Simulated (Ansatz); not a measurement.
# H4NSSbSi: the cost of one run

Program: Ansatz 0.2.0. Level of theory: RKS B3LYP-D4/def2-SVPD. These are calculated values, not measurements.

## 1. The structure to begin with

Bond lengths: N1–Sb2 2.039 Å, Sb2–Si3 2.479 Å, Sb2–S4 2.447 Å, Si3–S4 2.120 Å, N1–H5 1.070 Å, N1–H6 1.086 Å, Si3–H7 1.523 Å, Si3–H8 1.414 Å. Angles: N1–Sb2–Si3 89.6°, N1–Sb2–S4 93.1°, Si3–Sb2–S4 51.0°, Sb2–N1–H5 108.1°, Sb2–N1–H6 108.5°, H5–N1–H6 100.0°, Sb2–Si3–S4 63.7°, Sb2–Si3–H7 113.6°, Sb2–Si3–H8 115.6°, S4–Si3–H7 110.4°, S4–Si3–H8 117.4°, H7–Si3–H8 122.1°, Sb2–S4–Si3 65.3°.

As a file:

```xyz
8

N    -0.9309    1.3586    0.2064
Sb    0.9847    0.9598   -0.3662
Si    0.6814   -1.4027    0.3224
S     0.3210   -0.9666   -1.7212
H    -0.9679    2.3655    0.5657
H    -1.5434    1.4542   -0.6851
H     1.9898   -2.1656    0.4808
H    -0.4426   -1.6604    1.1413
```

## 2. End point A

Contents of input.yaml:

```yaml
crystal:
  periodic: [false, false, false]
  atoms:
    - { symbol: "N", position_ang: [-0.9309, 1.3586, 0.2064] }
    - { symbol: Sb, position_ang: [0.9847, 0.9598, -0.3662] }
    - { symbol: Si, position_ang: [0.6814, -1.4027, 0.3224] }
    - { symbol: S, position_ang: [0.321, -0.9666, -1.7212] }
    - { symbol: H, position_ang: [-0.9679, 2.3655, 0.5657] }
    - { symbol: H, position_ang: [-1.5434, 1.4542, -0.6851] }
    - { symbol: H, position_ang: [1.9898, -2.1656, 0.4808] }
    - { symbol: H, position_ang: [-0.4426, -1.6604, 1.1413] }
basis:
  gaussian: { orbitals: def2-SVPD }
hamiltonian:
  xc: b3lyp
  dispersion: d4
relax:
  f_tol: 0.015
  max_steps: 40
```

Started as:

```
$ ansatz run input.yaml --threads 2 --pin off --max-ram 3072MiB --backend cpu --events-out ev --progress --plain --runs-dir out
```

**Question.** How long does this run take on 2 threads of Arm Neoverse V2, shared host, and how much memory does it need?

About 70 s, with a peak of 0.4 GiB.
